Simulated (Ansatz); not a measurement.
**ZnO: further runs on the relaxed cell**

Aim: for ZnO, fit an equation of state.

Method: DFT r2SCAN, scalar-relativistic, plane waves, PAW, in Ansatz 0.2.0.

1 further run of the same task is left out (set aside as unsound or not needed).

## Step 1: Starting point

The structure is hexagonal, space group P6_3mc (No. 186). Conventional cell: a = 3.235 Å, b = 3.235 Å, c = 5.211 Å, α = 90.00°, β = 90.00°, γ = 120.00°. Zn (site symmetry 3m) is surrounded by 4 O at 1.97 to 1.98 Å. Around O (site symmetry 3m) lie 4 Zn at 1.97 to 1.98 Å.

As a file:

```cif
data_structure
_symmetry_space_group_name_H-M 'P 1'
_symmetry_Int_Tables_number 1
_cell_length_a 3.2352
_cell_length_b 3.2352
_cell_length_c 5.2114
_cell_angle_alpha 90.000
_cell_angle_beta 90.000
_cell_angle_gamma 120.000
_cell_volume 47.24
loop_
_atom_site_label
_atom_site_type_symbol
_atom_site_fract_x
_atom_site_fract_y
_atom_site_fract_z
_atom_site_occupancy
Zn1 Zn 0.33333 0.66667 0.49969 1
Zn2 Zn 0.66667 0.33333 0.99969 1
O1 O 0.66667 0.33333 0.37932 1
O2 O 0.33333 0.66667 0.87932 1
```

This cell was relaxed beforehand with the same method: volume 11.81 Å³/atom, gap on the mesh 1.24 eV.

## Step 2: Point at V/V0 = 0.97

The input, input.yaml:

```yaml
crystal:
  lattice:
    - [3.2025170799, 0.0, 0.0]
    - [-1.6012585399, 2.7734611472, 0.0]
    - [0.0, 0.0, 5.1587575539]
  atoms:
    - { symbol: Zn, position: [0.3333333333, 0.6666666667, 0.4996921305] }
    - { symbol: Zn, position: [0.6666666667, 0.3333333333, -0.0003078695] }
    - { symbol: O, position: [0.6666666667, 0.3333333333, 0.3793178695] }
    - { symbol: O, position: [0.3333333333, 0.6666666667, 0.8793178695] }
basis:
  ecutwfc: 500
kpoints:
  mp_grid: { grid: [12, 12, 6] }
hamiltonian:
  xc: r2scan
scf:
  occupations: { method: gaussian, width: 0.02 }
output:
  forces: true
  stress: true
  eigenvalues: true
  write_density: true
  write_potential: true
  elf: true
  volumetric_format: npy
relax:
  adjacent_minimum: "off"
  f_tol: 0.01
  max_steps: 30
  cell: { stress_tol: 0.1, fix: [volume] }
```

Started as:

```console
ansatz run input.yaml --threads 1 --pin off --max-ram 2560MiB --backend cpu --events-out ev --progress --plain --runs-dir out
```

## Step 3: The cell scaled to 1.03 of its volume

input.yaml: that of step 2 with these lines changed.

```diff
@@ -2,5 +2,5 @@
   lattice:
-    - [3.2025170799, 0.0, 0.0]
-    - [-1.6012585399, 2.7734611472, 0.0]
-    - [0.0, 0.0, 5.1587575539]
+    - [3.2672318303, 0.0, 0.0]
+    - [-1.6336159151, 2.8295057651, 0.0]
+    - [0.0, 0.0, 5.2630029643]
   atoms:
@@ -22,6 +22,2 @@
   eigenvalues: true
-  write_density: true
-  write_potential: true
-  elf: true
-  volumetric_format: npy
 relax:
```

## Step 4: Volume × 0.94

input.yaml: that of step 3 with these lines changed.

```diff
@@ -2,5 +2,5 @@
   lattice:
-    - [3.2672318303, 0.0, 0.0]
-    - [-1.6336159151, 2.8295057651, 0.0]
-    - [0.0, 0.0, 5.2630029643]
+    - [3.1691551008, 0.0, 0.0]
+    - [-1.5845775504, 2.7445688259, 0.0]
+    - [0.0, 0.0, 5.1050165879]
   atoms:
@@ -22,2 +22,6 @@
   eigenvalues: true
+  write_density: true
+  write_potential: true
+  elf: true
+  volumetric_format: npy
 relax:
```

## Step 5: Volume × 1.06

input.yaml: that of step 4 with these lines changed.

```diff
@@ -2,5 +2,5 @@
   lattice:
-    - [3.1691551008, 0.0, 0.0]
-    - [-1.5845775504, 2.7445688259, 0.0]
-    - [0.0, 0.0, 5.1050165879]
+    - [3.2986494483, 0.0, 0.0]
+    - [-1.6493247241, 2.8567142204, 0.0]
+    - [0.0, 0.0, 5.3136118666]
   atoms:
@@ -22,6 +22,2 @@
   eigenvalues: true
-  write_density: true
-  write_potential: true
-  elf: true
-  volumetric_format: npy
 relax:
```

## Step 6: Point at V/V0 = 0.91

input.yaml: that of step 5 with these lines changed.

```diff
@@ -2,5 +2,5 @@
   lattice:
-    - [3.2986494483, 0.0, 0.0]
-    - [-1.6493247241, 2.8567142204, 0.0]
-    - [0.0, 0.0, 5.3136118666]
+    - [3.135075523, 0.0, 0.0]
+    - [-1.5675377615, 2.7150550457, 0.0]
+    - [0.0, 0.0, 5.0501196818]
   atoms:
```

## Step 7: Point at V/V0 = 1.10

input.yaml: that of step 6 with these lines changed.

```diff
@@ -2,5 +2,5 @@
   lattice:
-    - [3.135075523, 0.0, 0.0]
-    - [-1.5675377615, 2.7150550457, 0.0]
-    - [0.0, 0.0, 5.0501196818]
+    - [3.3396306504, 0.0, 0.0]
+    - [-1.6698153252, 2.8922049826, 0.0]
+    - [0.0, 0.0, 5.3796262175]
   atoms:
```

## Step 8: Point at V/V0 = 0.88

The input, input.yaml:

```yaml
crystal:
  lattice:
    - [3.1006755446, 0.0, 0.0]
    - [-1.5503377723, 2.6852637905, 0.0]
    - [0.0, 0.0, 4.9925947659]
  atoms:
    - { symbol: Zn, position: [0.3333333333, 0.6666666667, 0.4996598543] }
    - { symbol: Zn, position: [0.6666666667, 0.3333333333, -0.0003401457] }
    - { symbol: O, position: [0.6666666667, 0.3333333333, 0.3793501457] }
    - { symbol: O, position: [0.3333333333, 0.6666666667, 0.8793501457] }
basis:
  ecutwfc: 500
kpoints:
  mp_grid: { grid: [12, 12, 6] }
hamiltonian:
  xc: r2scan
scf:
  occupations: { method: gaussian, width: 0.02 }
output:
  forces: true
  stress: true
  eigenvalues: true
  write_density: true
  write_potential: true
  elf: true
  volumetric_format: npy
relax:
  adjacent_minimum: "off"
  f_tol: 0.01
  max_steps: 30
  cell: { stress_tol: 0.1, fix: [volume] }
```

(Steps that only read results are left out.)

**Question.** What will these runs give? Wanted: equilibrium volume of the fit; bulk modulus.

As calculated:

| quantity | value |
| --- | --- |
| equilibrium volume of the fit | 11.81 Å³/atom |
| bulk modulus | 150 GPa |
| its pressure derivative | 4.4 |

The fit puts the minimum at 11.81 Å³/atom with B = 150 GPa and B' = 4.4. The gap on the mesh goes from 1.42 eV at the smallest volume to 1.09 eV at the largest.
